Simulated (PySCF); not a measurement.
# C9H4O2: the cost of one run

Computed with PySCF 2.14.0, with density-fitted response routines of our own, on a single molecule, in the gas phase or a continuum. Atoms count from 0, in the outputs and in this text.

## 1. The starting structure

15 atoms, charge 0, multiplicity 1; geometry from: GFN2-xTB. The atoms were then displaced at random by about 0.01 Å, so the start is not that level's minimum.

Bonds of the start (Å): C0–C1 1.42, C1–C2 1.20, C2–C3 1.40, C3–C4 1.18, C4–C5 1.38, C5–C6 1.38, C6–C7 1.48, C7–O8 1.19, C7–C9 1.54, C9–O10 1.19, C9–C5 1.51, C0–H11 1.09, C0–H12 1.14, C0–H13 1.07, C6–H14 1.08.

## 2. Optimising the geometry at PBE0-D3(BJ)/def2-SVP

Job settings and geometry (Å):

```
{"job": {"xc": "PBE0", "basis": "def2-SVP", "d3": "d3bj", "grid": 1, "shake": 0.01, "kind": "geom"}, "charge": 0, "multiplicity": 1}
C     -3.838540    -1.023600    -2.085230
C     -2.644380    -0.690270    -1.402630
C     -1.631420    -0.425740    -0.823900
C     -0.431890    -0.127310    -0.177150
C      0.552500     0.119160     0.433500
C      1.749610     0.447780     1.033800
C      2.265480     0.438250     2.313690
C      3.599070     0.934580     1.906390
O      4.613280     1.199630     2.478390
C      3.055230     0.947060     0.467810
O      3.442180     1.222670    -0.623440
H     -3.722070    -0.874830    -3.157930
H     -4.683290    -0.324180    -1.760470
H     -4.165940    -2.025320    -1.873900
H      1.824860     0.164740     3.263830
```

Run with:

```
$ OMP_NUM_THREADS=1 python probes_run.py task.json out
```

This one command runs all jobs of the session in turn.

Q: Estimate the wall time and peak memory of this first job on 1 thread of Intel Xeon at 2.50GHz, shared host.

About 4.6 min, with a peak of 0.69 GiB.
